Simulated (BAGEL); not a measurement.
**C2H8OSi (SMILES CC[SiH2]O): a chain of runs**

Wanted: a single-point energy (HF/6-31G*), then a single-point energy (NEVPT2(2,2)/6-31G*), then a single-point energy (CASPT2(2,2)/6-31G*) of C2H8OSi. 

The results are computed with BAGEL 1.2.2.

1 further run of the same task is left out (set aside as unsound or not needed).

## 1. The structure to begin with

C2H8OSi: 12 atoms, total charge 0, spin state singlet. SMILES: `CC[SiH2]O`. The Si3–H10 distance was set to 4.183 Å, away from the relaxed value. At this shape a bond of the SMILES string is far longer than usual.

Bond lengths: C1–C2 1.526 Å, C2–Si3 1.868 Å, Si3–O4 1.653 Å, C1–H5 1.094 Å, C1–H6 1.093 Å, C1–H7 1.093 Å, C2–H8 1.096 Å, C2–H9 1.097 Å, Si3–H11 1.484 Å, O4–H12 0.957 Å. Some angles: C1–C2–Si3 113.6°, C2–Si3–O4 112.4°, C1–C2–H8 110.5°, C1–C2–H9 110.5°, Si3–C2–H8 108.4°, Si3–C2–H9 107.5°, C2–C1–H5 111.5°, C2–C1–H6 111.3°, C2–C1–H7 111.8°, C2–Si3–H11 110.7°.

## 2. The energy at HF/6-31G(d) (density fitting with svp-jkfit, spherical functions) (run 1)

calc.json reads:

```json
{ "bagel": [

{
  "title": "molecule",
  "basis": "6-31gs.json",
  "df_basis": "svp-jkfit",
  "angstrom": true,
  "geometry": [
    { "atom": "C", "xyz": [      -1.835866,       0.785978,       2.294059 ] },
    { "atom": "C", "xyz": [      -0.566966,       0.505878,       3.095059 ] },
    { "atom": "Si", "xyz": [       0.974234,       1.239278,       2.335859 ] },
    { "atom": "O", "xyz": [       0.884134,       2.883778,       2.194859 ] },
    { "atom": "H", "xyz": [      -1.758566,       0.399778,       1.273659 ] },
    { "atom": "H", "xyz": [      -2.032966,       1.859378,       2.225759 ] },
    { "atom": "H", "xyz": [      -2.715266,       0.325778,       2.751259 ] },
    { "atom": "H", "xyz": [      -0.665966,       0.890178,       4.116159 ] },
    { "atom": "H", "xyz": [      -0.404966,      -0.574722,       3.191659 ] },
    { "atom": "H", "xyz": [       1.555800,      -0.473500,      -1.435500 ] },
    { "atom": "H", "xyz": [       2.156734,       0.976178,       3.193559 ] },
    { "atom": "H", "xyz": [       0.374234,       3.238678,       1.466559 ] }
  ]
},

{ "title": "hf" },

{ "title": "print", "file": "orbitals.molden", "orbitals": true }

]}
```

The basis set 6-31G* is read from a file made from the Basis Set Exchange's data (not shown).

Launch:

```bash
$ BAGEL_NUM_THREADS=1 BAGEL calc.json > calc.out
```

The program printed:

```text
* using 1 threads per process

  ===============================================================
  ===============================================================

  *** Geometry ***

  { "atom" : "C", "xyz" : [     -3.469284,      1.485283,      4.335143 ] },
  { "atom" : "C", "xyz" : [     -1.071410,      0.955971,      5.848814 ] },
  { "atom" : "Si", "xyz" : [      1.841035,      2.341896,      4.414134 ] },
  { "atom" : "O", "xyz" : [      1.670771,      5.449551,      4.147682 ] },
  { "atom" : "H", "xyz" : [     -3.323208,      0.755471,      2.406867 ] },
  { "atom" : "H", "xyz" : [     -3.841749,      3.513715,      4.206075 ] },
  { "atom" : "H", "xyz" : [     -5.131109,      0.615631,      5.199126 ] },
  { "atom" : "H", "xyz" : [     -1.258493,      1.682193,      7.778413 ] },
  { "atom" : "H", "xyz" : [     -0.765275,     -1.086067,      6.031361 ] },
  { "atom" : "H", "xyz" : [      2.940036,     -0.894785,     -2.712702 ] },
  { "atom" : "H", "xyz" : [      4.075637,      1.844709,      6.034952 ] },
  { "atom" : "H", "xyz" : [      0.707200,      6.120214,      2.771395 ] },

  Number of auxiliary basis functions:      499

  Since a DF basis is specified, we compute 2- and 3-index integrals:
    o Being stored without compression. Storage requirement is 0.023 GB

  Number of basis functions:       76
  Number of electrons      :       42

    * METHOD: MOLECULE                             0.27

  *** RHF ***

  === Nuclear Repulsion ===
   171.0844186404

      * DIIS with orbital gradients will be used.

  === RHF iteration (6-31gs.json) ===
      0       -443.66934463          0.02154100           0.07
      1       -443.69049514          0.01709910           0.07
      2       -443.91291233          0.00564641           0.07
      3       -443.95023012          0.00156507           0.07
      4       -443.95197212          0.00020425           0.07
      5       -443.95202265          0.00007992           0.07
      6       -443.95202891          0.00003267           0.07
      7       -443.95203029          0.00000932           0.07
      8       -443.95203038          0.00000384           0.07
      9       -443.95203040          0.00000078           0.07
     10       -443.95203040          0.00000024           0.07
     11       -443.95203040          0.00000010           0.07
     12       -443.95203040          0.00000004           0.07
     13       -443.95203040          0.00000001           0.07
     14       -443.95203040          0.00000001           0.07
    * SCF iteration converged.

    * Permanent dipole moment:
           (    1.110869,    -0.723571,    -1.795942) a.u.

    * METHOD: HF                                   1.19

    * METHOD: PRINT                                0.01

  ===============================================================
```

Wall time 1.6 s (1 thread of Arm Neoverse V1, shared host); peak memory 0.15 GiB.

## 3. The energy at NEVPT2(2,2)/6-31G(d) (density fitting with svp-jkfit, spherical functions) (run 2)

input.json reads:

```json
{ "bagel" : [

{
  "title" : "molecule",
  "basis" : "6-31gs.json",
  "df_basis" : "svp-jkfit",
  "angstrom" : "true",
  "geometry" : [
    { "atom" : "C", "xyz" : [   -1.835866,    0.785978,    2.294059 ] },
    { "atom" : "C", "xyz" : [   -0.566966,    0.505878,    3.095059 ] },
    { "atom" : "Si", "xyz" : [    0.974234,    1.239278,    2.335859 ] },
    { "atom" : "O", "xyz" : [    0.884134,    2.883778,    2.194859 ] },
    { "atom" : "H", "xyz" : [   -1.758566,    0.399778,    1.273659 ] },
    { "atom" : "H", "xyz" : [   -2.032966,    1.859378,    2.225759 ] },
    { "atom" : "H", "xyz" : [   -2.715266,    0.325778,    2.751259 ] },
    { "atom" : "H", "xyz" : [   -0.665966,    0.890178,    4.116159 ] },
    { "atom" : "H", "xyz" : [   -0.404966,   -0.574722,    3.191659 ] },
    { "atom" : "H", "xyz" : [    1.555800,   -0.473500,   -1.435500 ] },
    { "atom" : "H", "xyz" : [    2.156734,    0.976178,    3.193559 ] },
    { "atom" : "H", "xyz" : [    0.374234,    3.238678,    1.466559 ] }
  ]
},
{ "title" : "hf" },
{ "title" : "nevpt2", "nstate" : 1, "nact" : 2, "nclosed" : 20, "active" : [21, 22], "maxiter" : 200, "natocc" : "true", "ncore" : 8 },
{ "title" : "print", "file" : "orbitals.molden", "orbitals" : "true" }

]}
```

The basis set 6-31G* is read from a file made from the Basis Set Exchange's data (not shown).

Launch:

```bash
$ BAGEL_NUM_THREADS=1 BAGEL input.json > input.out
```

The program printed:

```text
* using 1 threads per process

  ===============================================================
  ===============================================================

  *** Geometry ***

  { "atom" : "C", "xyz" : [     -3.469284,      1.485283,      4.335143 ] },
  { "atom" : "C", "xyz" : [     -1.071410,      0.955971,      5.848814 ] },
  { "atom" : "Si", "xyz" : [      1.841035,      2.341896,      4.414134 ] },
  { "atom" : "O", "xyz" : [      1.670771,      5.449551,      4.147682 ] },
  { "atom" : "H", "xyz" : [     -3.323208,      0.755471,      2.406867 ] },
  { "atom" : "H", "xyz" : [     -3.841749,      3.513715,      4.206075 ] },
  { "atom" : "H", "xyz" : [     -5.131109,      0.615631,      5.199126 ] },
  { "atom" : "H", "xyz" : [     -1.258493,      1.682193,      7.778413 ] },
  { "atom" : "H", "xyz" : [     -0.765275,     -1.086067,      6.031361 ] },
  { "atom" : "H", "xyz" : [      2.940036,     -0.894785,     -2.712702 ] },
  { "atom" : "H", "xyz" : [      4.075637,      1.844709,      6.034952 ] },
  { "atom" : "H", "xyz" : [      0.707200,      6.120214,      2.771395 ] },

  Number of auxiliary basis functions:      499

  Since a DF basis is specified, we compute 2- and 3-index integrals:
    o Being stored without compression. Storage requirement is 0.023 GB

  Number of basis functions:       76
  Number of electrons      :       42

    * METHOD: MOLECULE                             0.27

  *** RHF ***

  === Nuclear Repulsion ===
   171.0844186404

      * DIIS with orbital gradients will be used.

  === RHF iteration (6-31gs.json) ===
      0       -443.66934463          0.02154100           0.07
      1       -443.69049514          0.01709910           0.07
      2       -443.91291233          0.00564641           0.07
      3       -443.95023012          0.00156507           0.07
      4       -443.95197212          0.00020425           0.07
      5       -443.95202265          0.00007992           0.07
      6       -443.95202891          0.00003267           0.07
      7       -443.95203029          0.00000932           0.07
      8       -443.95203038          0.00000384           0.07
      9       -443.95203040          0.00000078           0.07
     10       -443.95203040          0.00000024           0.07
     11       -443.95203040          0.00000010           0.07
     12       -443.95203040          0.00000004           0.07
     13       -443.95203040          0.00000001           0.07
     14       -443.95203040          0.00000001           0.07
    * SCF iteration converged.

    * Permanent dipole moment:
           (    1.110869,    -0.723571,    -1.795942) a.u.

    * METHOD: HF                                   1.22

    * freezing 8 orbitals
  ---------------------------
      CASSCF calculation
  ---------------------------

    ==== Active orbitals : =====
         Orbital 21
         Orbital 22
    ============================

    * nstate   :      1
    * nclosed  :     20
    * nact     :      2
    * nvirt    :     54
  === CASSCF iteration (6-31gs.json) ===

    * Using the second-order algorithm

      0  0      -444.05997376     7.88e-03      0.03

      1  0      -444.08157536     4.61e-04      0.35

      2  0      -444.08165252     9.30e-05      0.38

      3  0      -444.08165519     1.95e-05      0.36

      4  0      -444.08165531     4.10e-06      0.36

      5  0      -444.08165531     8.59e-07      0.35

      6  0      -444.08165531     1.80e-07      0.34

      7  0      -444.08165531     3.78e-08      0.31

      8  0      -444.08165531     7.94e-09      0.28

    * Second-order optimization converged. *

     guess   0:   closed 1.                   open ..

  === FCI iteration ===

      0  0      -443.92386635     9.61e-02      0.00
      1  0      -444.07283911     2.67e-02      0.00
      2  0 *    -444.08165531     2.81e-16      0.00

     * ci vector, state   0, <S^2> = 0.0000
       2.     0.7625331734
       .2    -0.6469491166

  === DF-NEVPT2 calculation ===

    * 3-index integral transformation done
    * assembly done

      NEVPT2 correlation energy:   -0.5067151658      0.15

          (+0)     -0.4756719770
          (+0)'    -0.0022769541
          (+1)     -0.0108573236
          (+1)'    -0.0000000000
          (+2)     -0.0000180818
          (-1)     -0.0178753144
          (-1)'     0.0000000000
          (-2)     -0.0000155149

      NEVPT2 total energy:       -444.5883704800

    * METHOD: NEVPT2                               3.22

    * METHOD: PRINT                                0.01

  ===============================================================
```

Run time: 5.1 s. Hardware: 1 thread of Arm Neoverse V1, shared host; peak memory 0.15 GiB.

## 4. A single-point energy at CASPT2(2,2)/6-31G(d) (density fitting with svp-jkfit, spherical functions) (run 3)

job.json reads:

```json
{ "bagel" : [

{
  "title" : "molecule",
  "basis" : "6-31gs.json",
  "df_basis" : "svp-jkfit",
  "angstrom" : "true",
  "geometry" : [
    { "atom" : "C", "xyz" : [      -1.835866,       0.785978,       2.294059 ] },
    { "atom" : "C", "xyz" : [      -0.566966,       0.505878,       3.095059 ] },
    { "atom" : "Si", "xyz" : [       0.974234,       1.239278,       2.335859 ] },
    { "atom" : "O", "xyz" : [       0.884134,       2.883778,       2.194859 ] },
    { "atom" : "H", "xyz" : [      -1.758566,       0.399778,       1.273659 ] },
    { "atom" : "H", "xyz" : [      -2.032966,       1.859378,       2.225759 ] },
    { "atom" : "H", "xyz" : [      -2.715266,       0.325778,       2.751259 ] },
    { "atom" : "H", "xyz" : [      -0.665966,       0.890178,       4.116159 ] },
    { "atom" : "H", "xyz" : [      -0.404966,      -0.574722,       3.191659 ] },
    { "atom" : "H", "xyz" : [       1.555800,      -0.473500,      -1.435500 ] },
    { "atom" : "H", "xyz" : [       2.156734,       0.976178,       3.193559 ] },
    { "atom" : "H", "xyz" : [       0.374234,       3.238678,       1.466559 ] }
  ]
},

{
  "title" : "hf"
},

{
  "title" : "casscf",
  "nstate" : 1,
  "nact" : 2,
  "nclosed" : 20,
  "active" : [21, 22],
  "maxiter" : 200,
  "natocc" : "true"
},

{
  "title" : "print",
  "file" : "orbitals.molden",
  "orbitals" : "true"
},

{
  "title" : "smith",
  "method" : "caspt2",
  "ms" : "true",
  "xms" : "true",
  "sssr" : "true",
  "shift" : 0.2,
  "shift_imag" : "true",
  "ncore" : 8
}

]}
```

The basis set 6-31G* is read from a file made from the Basis Set Exchange's data (not shown).

Launch:

```bash
$ BAGEL_NUM_THREADS=1 BAGEL job.json > job.out
```

The program printed:

```text
* using 1 threads per process

  ===============================================================
  ===============================================================

  *** Geometry ***

  { "atom" : "C", "xyz" : [     -3.469284,      1.485283,      4.335143 ] },
  { "atom" : "C", "xyz" : [     -1.071410,      0.955971,      5.848814 ] },
  { "atom" : "Si", "xyz" : [      1.841035,      2.341896,      4.414134 ] },
  { "atom" : "O", "xyz" : [      1.670771,      5.449551,      4.147682 ] },
  { "atom" : "H", "xyz" : [     -3.323208,      0.755471,      2.406867 ] },
  { "atom" : "H", "xyz" : [     -3.841749,      3.513715,      4.206075 ] },
  { "atom" : "H", "xyz" : [     -5.131109,      0.615631,      5.199126 ] },
  { "atom" : "H", "xyz" : [     -1.258493,      1.682193,      7.778413 ] },
  { "atom" : "H", "xyz" : [     -0.765275,     -1.086067,      6.031361 ] },
  { "atom" : "H", "xyz" : [      2.940036,     -0.894785,     -2.712702 ] },
  { "atom" : "H", "xyz" : [      4.075637,      1.844709,      6.034952 ] },
  { "atom" : "H", "xyz" : [      0.707200,      6.120214,      2.771395 ] },

  Number of auxiliary basis functions:      499

  Since a DF basis is specified, we compute 2- and 3-index integrals:
    o Being stored without compression. Storage requirement is 0.023 GB

  Number of basis functions:       76
  Number of electrons      :       42

    * METHOD: MOLECULE                             0.27

  *** RHF ***

  === Nuclear Repulsion ===
   171.0844186404

      * DIIS with orbital gradients will be used.

  === RHF iteration (6-31gs.json) ===
      0       -443.66934463          0.02154100           0.07
      1       -443.69049514          0.01709910           0.07
      2       -443.91291233          0.00564641           0.07
      3       -443.95023012          0.00156507           0.07
      4       -443.95197212          0.00020425           0.07
      5       -443.95202265          0.00007992           0.07
      6       -443.95202891          0.00003267           0.07
      7       -443.95203029          0.00000932           0.07
      8       -443.95203038          0.00000384           0.07
      9       -443.95203040          0.00000078           0.07
     10       -443.95203040          0.00000024           0.07
     11       -443.95203040          0.00000010           0.07
     12       -443.95203040          0.00000004           0.07
     13       -443.95203040          0.00000001           0.07
     14       -443.95203040          0.00000001           0.07
    * SCF iteration converged.

    * Permanent dipole moment:
           (    1.110869,    -0.723571,    -1.795942) a.u.

    * METHOD: HF                                   1.21

  ---------------------------
      CASSCF calculation
  ---------------------------

    ==== Active orbitals : =====
         Orbital 21
         Orbital 22
    ============================

    * nstate   :      1
    * nclosed  :     20
    * nact     :      2
    * nvirt    :     54
  === CASSCF iteration (6-31gs.json) ===

    * Using the second-order algorithm

      0  0      -444.05997376     7.88e-03      0.03

      1  0      -444.08157536     4.61e-04      0.35

      2  0      -444.08165252     9.30e-05      0.37

      3  0      -444.08165519     1.95e-05      0.36

      4  0      -444.08165531     4.10e-06      0.36

      5  0      -444.08165531     8.59e-07      0.36

      6  0      -444.08165531     1.80e-07      0.34

      7  0      -444.08165531     3.78e-08      0.30

      8  0      -444.08165531     7.94e-09      0.28

    * Second-order optimization converged. *

     guess   0:   closed 1.                   open ..

  === FCI iteration ===

      0  0      -443.92386635     9.61e-02      0.00
      1  0      -444.07283911     2.67e-02      0.00
      2  0 *    -444.08165531     2.81e-16      0.00

     * ci vector, state   0, <S^2> = 0.0000
       2.     0.7625331734
       .2    -0.6469491166

    * METHOD: CASSCF                               2.91

    * METHOD: PRINT                                0.01

  === SMITH program ===

    * freezing 8 orbitals

    * Approximate memory requirement for SMITH calulation per MPI process:
      o Storage requirement for T-amplitude, lambda, and residual is 0.02 GB
      o Storage requirement for MO integrals is 0.00 GB
    * Calculating and saving rdm4f

    * Zeroth order energy : state  0       -0.3036904932

    * CASPT2 iteration is performed using orthogonal basis

      -------------------------------------------  CASPT2 iteration  ---------------------------------------------------
       #      aibj      arbs      arbi      airj      risj      airs      arst      rist         Etot      error   time
      ------------------------------------------------------------------------------------------------------------------

       0  -0.47365  -0.00002  -0.01955  -0.01201  -0.00003  -0.00226   0.00000   0.00000   -0.5075186  0.0002593   0.08
       1  -0.47365  -0.00002  -0.01955  -0.01201  -0.00003  -0.00228  -0.00000  -0.00000   -0.5075605  0.0000296   0.07
       2  -0.47365  -0.00002  -0.01955  -0.01201  -0.00003  -0.00229  -0.00000  -0.00000   -0.5075610  0.0000025   0.07
       3  -0.47365  -0.00002  -0.01955  -0.01201  -0.00003  -0.00229  -0.00000  -0.00000   -0.5075610  0.0000002   0.07

      ------------------------------------------------------------------------------------------------------------------

    * CASPT2 energy : state  0     -444.5918292342
        w/o shift correction       -444.5892163258
        reference weight              0.8559365573

    * METHOD: SMITH                                0.52

  ===============================================================
```

Run time: 5.1 s. Hardware: 1 thread of Arm Neoverse V1, shared host; peak memory 0.16 GiB.

## 5. Results

```
                               quantity          value
         run 1, HF/6-31G*: total energy  -443.95203 Eh
        run 1, HF/6-31G*: dipole moment         5.67 D
          run 1, HF/6-31G*: HOMO energy       -6.24 eV
          run 1, HF/6-31G*: LUMO energy       -1.33 eV
        run 1, HF/6-31G*: HOMO–LUMO gap        4.91 eV
run 2, NEVPT2(2,2)/6-31G*: total energy  -444.58837 Eh
run 3, CASPT2(2,2)/6-31G*: total energy  -444.59183 Eh
```

**Reading.** One bond (run 1, HF/6-31G*) is far stretched, which a spin-restricted single reference describes badly; a broken-symmetry solution may lie lower.
